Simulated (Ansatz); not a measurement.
# CCSD/def2-SVP run of C2H3ClSi (SMILES ClC1=C[SiH2]1)

Aim: the energy change on altering one bond length of C2H3ClSi at CCSD/def2-SVP, from 2 runs. 

Program for the calculation: Ansatz 0.2.0.

57 further runs of the same task are left out: 57 set aside as unsound or not needed.

### 1 The molecule

C2H3ClSi: 7 atoms, total charge 0, spin state singlet. As SMILES, `ClC1=C[SiH2]1`. The shape is that of a PBE0-D4/def2-TZVP optimisation.

Bond lengths: Cl1–C2 1.700 Å, C2–C3 1.327 Å, C2–Si4 1.804 Å, C3–Si4 1.819 Å, C3–H5 1.082 Å, Si4–H6 1.482 Å, Si4–H7 1.482 Å. Some angles: Cl1–C2–C3 135.8°, Cl1–C2–Si4 155.1°, C3–C2–Si4 69.2°, C2–C3–Si4 67.9°, C2–Si4–C3 43.0°, C2–C3–H5 137.0°, Si4–C3–H5 155.1°, C2–Si4–H6 121.6°, C2–Si4–H7 121.6°, C3–Si4–H6 121.6°.

### 2 A single-point energy at CCSD/def2-SVP

The input, input.yaml:

```yaml
crystal:
  periodic: [false, false, false]
  atoms:
    - {symbol: Cl, position_ang: [-1.169200, -2.293300, 0.411500]}
    - {symbol: C, position_ang: [-0.358000, -0.819900, 0.163200]}
    - {symbol: C, position_ang: [0.836800, -0.330000, 0.466700]}
    - {symbol: Si, position_ang: [-0.185900, 0.871600, -0.438900]}
    - {symbol: H, position_ang: [1.727500, -0.673800, 0.975600]}
    - {symbol: H, position_ang: [-0.837800, 2.011300, 0.248800]}
    - {symbol: H, position_ang: [0.047800, 1.166200, -1.872600]}
basis:
  gaussian:
    orbitals: def2-SVP
correlation:
  method: ccsd
  frozen_orbitals: {C: 1, Cl: 5, H: 0, Si: 5}
accuracy: high
scf:
  omitted_lower_state_checks: [cluster_reference, increment]
```

Run with:

```sh
$ ansatz run input.yaml --threads 1 --pin off --max-ram 3480MiB --events-out events.jsonl --progress --plain --runs-dir runs
```

The program printed (excerpt; [...] marks lines left out):

```text
Warning: RAYON_NUM_THREADS=1 ignored (pool sized by the plan → 1); use --threads N
Functional definition: HF
  name "HF"
[...]
1684 factors; integrals over basis functions are off by at most 3.6e-9 eV
[...]
mean field -22463.94396517 eV, -825.5347141117 hartree, gradient 3.1e-8 eV, S^2 0.000000; 0 other end points of the search recorded, 0 dependent functions left out
12 core orbitals not correlated: weight in the atoms' cores, before any rotation towards them, 1.000 or more for the frozen orbitals, at most 0.000 for the correlated occupied ones
reference -22463.94396517 eV, -825.5347141117 hartree; 11, 11 occupied and 56, 56 virtual orbitals, 1684 factors
second order -13.24676807 eV of doubles, -0.00000000 eV of singles
cycle   1  -13.79522389 eV  change   -5.5e-1 eV  update   9.1e-2
[...]
cycle  21  -14.29247216 eV  change    1.3e-9 eV  update  9.8e-10
Total energy: -22478.23643733 eV, -826.0599527760 hartree
Checks for a lower state left out: cluster_reference, increment
```

Wall time 6.9 s (1 thread of Arm Neoverse V2, shared host); peak memory 0.35 GiB.

### 3 The distorted shape at the same level

The input, input.yaml:

```yaml
crystal:
  periodic: [false, false, false]
  atoms:
    - symbol: Cl
      position_ang: [-1.881732, -2.018271, 0.004396]
    - symbol: C
      position_ang: [-1.070532, -0.544871, -0.243904]
    - symbol: C
      position_ang: [0.124268, -0.054971, 0.059596]
    - symbol: Si
      position_ang: [-0.898432, 1.146629, -0.846004]
    - symbol: H
      position_ang: [1.727500, -0.673800, 0.975600]
    - symbol: H
      position_ang: [-1.550332, 2.286329, -0.158304]
    - symbol: H
      position_ang: [-0.664732, 1.441229, -2.279704]
basis:
  gaussian:
    orbitals: def2-SVP
accuracy: high
correlation:
  method: ccsd
  frozen_orbitals: {C: 1, Cl: 5, H: 0, Si: 5}
scf:
  omitted_lower_state_checks: [cluster_reference, increment]
```

Run with:

```sh
$ ansatz run input.yaml --threads 1 --pin off --max-ram 3480MiB --events-out events.jsonl --progress --plain --runs-dir runs
```

The program printed (excerpt; [...] marks lines left out):

```text
Warning: RAYON_NUM_THREADS=1 ignored (pool sized by the plan → 1); use --threads N
[... 2 set-up lines as earlier in the session ...]
[...]
1686 factors; integrals over basis functions are off by at most 8.1e-9 eV
[...]
mean field -22459.84397453 eV, -825.3840422348 hartree, gradient 8.3e-8 eV, S^2 0.000000; 0 other end points of the search recorded, 0 dependent functions left out; unrestricted orbitals would lower it
12 core orbitals not correlated: weight in the atoms' cores, before any rotation towards them, 1.000 or more for the frozen orbitals, at most 0.000 for the correlated occupied ones
reference -22459.84397453 eV, -825.3840422348 hartree; 11, 11 occupied and 56, 56 virtual orbitals, 1686 factors
second order -13.79560308 eV of doubles, -0.00000000 eV of singles
cycle   1  -14.24120850 eV  change   -4.5e-1 eV  update   1.2e-1
[...]
cycle  29  -14.96666972 eV  change  -7.6e-10 eV  update  3.9e-10
Total energy: -22474.81064424 eV, -825.9340572021 hartree
Checks for a lower state left out: cluster_reference, increment
```

It took 8.4 s on 1 thread of Arm Neoverse V2, shared host; peak memory 0.35 GiB.

### 4 Outcome

Level: CCSD/def2-SVP, 12 core orbitals frozen.

| quantity | value |
| --- | --- |
| first shape: total energy | -826.05995 Eh |
| first shape: correlation energy (12 core orbitals frozen) | -525.2 mEh |
| first shape: T1 diagnostic | 0.013 |
| distorted shape: total energy | -825.93406 Eh |
| distorted shape: correlation energy (12 core orbitals frozen) | -550.0 mEh |
| distorted shape: T1 diagnostic | 0.016 |
| energy change with the C3–H5 bond stretched from 1.082 to 1.947 Å | 3.426 eV |

In words: One bond (distorted shape) is far stretched, which a spin-restricted single reference describes badly; a broken-symmetry solution may lie lower. With the C3–H5 bond stretched from 1.082 to 1.947 Å the energy rises by 3.43 eV (79 kcal/mol). The first shape isn't relaxed at this level, so the change isn't measured from a minimum. A restricted reference can't describe the breaking bond well at this length. The restricted solution (distorted shape) is unstable to spin breaking: an unrestricted one lies lower.
